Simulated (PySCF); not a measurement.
# C3H10Si (trimethylsilane): levels of theory compared

We compute a comparison of 6 runs (HF/STO-3G, B3LYP/6-31G*, CAM-B3LYP/cc-pVDZ, wB97M-V/cc-pVDZ, wB97X/cc-pVDZ, SCS-MP2/cc-pVDZ) of C3H10Si (trimethylsilane). The job is set up through a Python script.

The calculation is run with PySCF 2.14.0.

1 further run of the same task is left out (set aside as unsound or not needed).

## (1) The structure to begin with

C3H10Si: 14 atoms, total charge 0, spin state singlet. SMILES: `C[SiH](C)C`. One bond was lengthened or shortened from a relaxed shape.

Bond lengths: C1–Si2 2.155 Å, Si2–C3 1.874 Å, Si2–C4 1.874 Å, C1–H5 1.093 Å, C1–H6 1.093 Å, C1–H7 1.094 Å, Si2–H8 1.494 Å, C3–H9 1.094 Å, C3–H10 1.093 Å, C3–H11 1.093 Å, C4–H12 1.093 Å, C4–H13 1.094 Å, C4–H14 1.093 Å. Some angles: C1–Si2–C3 110.3°, C1–Si2–C4 110.3°, C3–Si2–C4 110.3°, C1–Si2–H8 108.6°, C3–Si2–H8 108.6°, C4–Si2–H8 108.6°, Si2–C1–H5 111.2°, Si2–C1–H6 111.1°, Si2–C1–H7 110.9°, Si2–C3–H9 110.9°.

## (2) The energy at HF/STO-3G (run 1)

File calc.py:

```python
from pyscf import gto

system = gto.Mole()
system.atom = '''
C     -1.983243     2.356785    -2.355479
Si    -0.640239    -0.027590     0.659325
C      2.342127     1.292762     2.036747
C     -0.096943    -3.319682    -0.524588
H     -3.743145     1.628485    -3.153889
H     -2.340590     4.276936    -1.684060
H     -0.593916     2.467712    -3.881433
H     -2.606877    -0.112061     2.684167
H      3.834254     1.386114     0.610004
H      3.026963     0.119998     3.592747
H      2.044306     3.201385     2.767126
H     -1.830767    -4.127162    -1.303533
H      1.335847    -3.339713    -2.013881
H      0.551611    -4.560098     0.993996
'''
system.basis = 'sto-3g'
system.verbose = 4
system.max_memory = 1860
system.spin = 0
system.unit = 'bohr'
system.build()

calc0 = system.RHF()
calc0.conv_tol = 1e-10
calc0.kernel()
if not calc0.converged:
    calc0 = calc0.newton().run(calc0.mo_coeff, calc0.mo_occ)

energy = calc0.e_tot
print('Final energy', energy)
```

Run with:

```
$ OMP_NUM_THREADS=1 python calc.py
```

What it wrote:

```text
PySCF version 2.14.0

[... 66 lines left out ...]
converged SCF energy = -403.667063134065
Final energy -403.66706313406485
```

Run time: 1.4 s. Hardware: 1 thread of Intel Xeon at 2.70GHz, shared host; peak memory 0.12 GiB.

## (3) The energy at B3LYP/6-31G(d) (spherical functions) (run 2)

File geometry.xyz:

```xyz
14

C     -1.049487     1.247157    -1.246466
Si    -0.338800    -0.014600     0.348900
C      1.239400     0.684100     1.077800
C     -0.051300    -1.756700    -0.277600
H     -1.980787     0.861757    -1.668966
H     -1.238587     2.263257    -0.891166
H     -0.314287     1.305857    -2.053966
H     -1.379500    -0.059300     1.420400
H      2.029000     0.733500     0.322800
H      1.601800     0.063500     1.901200
H      1.081800     1.694100     1.464300
H     -0.968800    -2.184000    -0.689800
H      0.706900    -1.767300    -1.065700
H      0.291900    -2.413100     0.526000
```

File input.py:

```python
from pyscf import gto, dft

mol = gto.M(
    atom='geometry.xyz',
    verbose=4,
    charge=0,
    max_memory=1860,
    basis='6-31g*',
    spin=0,
)

ks = dft.RKS(mol, xc='b3lyp')
ks.conv_tol = 1e-10
ks.grids.level = 5
ks.kernel()
if not ks.converged:
    ks = ks.newton().run(ks.mo_coeff, ks.mo_occ)

energy = ks.e_tot
print('Final energy', energy)
```

Run with:

```
$ OMP_NUM_THREADS=1 python input.py
```

What it wrote:

```text
PySCF version 2.14.0

[... 80 lines left out ...]
converged SCF energy = -409.845582667757
Final energy -409.84558266775696
```

Wall time 23 s (1 thread of Intel Xeon at 2.70GHz, shared host); peak memory 0.42 GiB.

Runs 3 to 5 aren't shown in full; the table further down has their settings and results.

## (4) The energy at SCS-MP2/cc-pVDZ (run 6)

File run.py:

```python
from pyscf import gto, mp

mol = gto.M(
    atom=[
    ('C', (-1.049487, 1.247157, -1.246466)),
    ('Si', (-0.338800, -0.014600, 0.348900)),
    ('C', (1.239400, 0.684100, 1.077800)),
    ('C', (-0.051300, -1.756700, -0.277600)),
    ('H', (-1.980787, 0.861757, -1.668966)),
    ('H', (-1.238587, 2.263257, -0.891166)),
    ('H', (-0.314287, 1.305857, -2.053966)),
    ('H', (-1.379500, -0.059300, 1.420400)),
    ('H', (2.029000, 0.733500, 0.322800)),
    ('H', (1.601800, 0.063500, 1.901200)),
    ('H', (1.081800, 1.694100, 1.464300)),
    ('H', (-0.968800, -2.184000, -0.689800)),
    ('H', (0.706900, -1.767300, -1.065700)),
    ('H', (0.291900, -2.413100, 0.526000)),
],
    max_memory=1860,
    basis='cc-pvdz',
    charge=0,
    verbose=4,
    spin=0,
)

mf = mol.RHF()
mf.conv_tol = 1e-10
mf.kernel()
if not mf.converged:
    mf = mf.newton().run(mf.mo_coeff, mf.mo_occ)

pt = mp.MP2(mf, frozen=8).run()
etot = mf.e_tot + 1.2 * pt.e_corr_os + pt.e_corr_ss / 3
print('Final energy', etot)
```

Run with:

```
$ OMP_NUM_THREADS=1 python run.py
```

What it wrote:

```text
PySCF version 2.14.0

[... 68 lines left out ...]
converged SCF energy = -408.371455629463
[... 1 line left out ...]
******** <class 'pyscf.mp.mp2.RMP2'> ********
nocc = 13, nmo = 102
frozen orbitals 8
E(RMP2) = -408.918263689719  E_corr = -0.546808060255779
E(SCS-RMP2) = -408.927755161146  E_corr = -0.556299531683578
E_corr(same-spin) = -0.115234777642335
E_corr(oppo-spin) = -0.431573282613445
Final energy -408.9277551611463
```

Wall time 3.9 s (1 thread of Intel Xeon at 2.70GHz, shared host); peak memory 0.32 GiB.

## (5) The series

```tsv
run	level	integration grid	nlc grid	energy (Eh)	dipole moment (D) of the reference	HOMO energy (eV)	LUMO energy (eV)	wall time
1	HF/STO-3G	–	–	-403.667063	0.33	-9.04	10.68	1.4 s
2	B3LYP/6-31G* (spherical functions)	5	–	-409.845583	0.72	-7.48	1.75	23 s
3	CAM-B3LYP/cc-pVDZ	5	–	-409.756767	0.74	-9.15	2.59	50 s
4	wB97M-V/cc-pVDZ	5	1	-409.721563	0.76	-9.98	3.35	3.4 min
5	wB97X/cc-pVDZ	5	–	-409.800970	0.75	-10.18	3.77	52 s
6	SCS-MP2/cc-pVDZ	–	–	-408.927755	0.72	-10.71	4.60	3.9 s
```

## (6) Outcome

| quantity | value |
| --- | --- |
| run 6: total energy | -408.92776 Eh |
| run 6: dipole moment (Hartree–Fock density) | 0.72 D |
| run 6: HOMO energy (Hartree–Fock orbitals) | -10.71 eV |
| run 6: LUMO energy (Hartree–Fock orbitals) | 4.60 eV |
| run 6: HOMO–LUMO gap (Hartree–Fock orbitals) | 15.31 eV |
| run 6: correlation energy (8 core orbitals frozen) | -556.3 mEh |

In words: Over runs 1, 2, 3, 4, 5 the dipole moment (its size) runs from 0.33 D (HF/STO-3G) to 0.76 D (wB97M-V/cc-pVDZ). The two ends differ in method and basis. Over runs 1, 2, 3, 4, 5 the HOMO–LUMO gap runs from 9.23 eV (B3LYP/6-31G*) to 19.72 eV (HF/STO-3G). Totals of different functionals can't be ranked against each other. In run 1 the basis is minimal, so the values are rough. All runs together took 5.6 min, the longest 3.4 min.
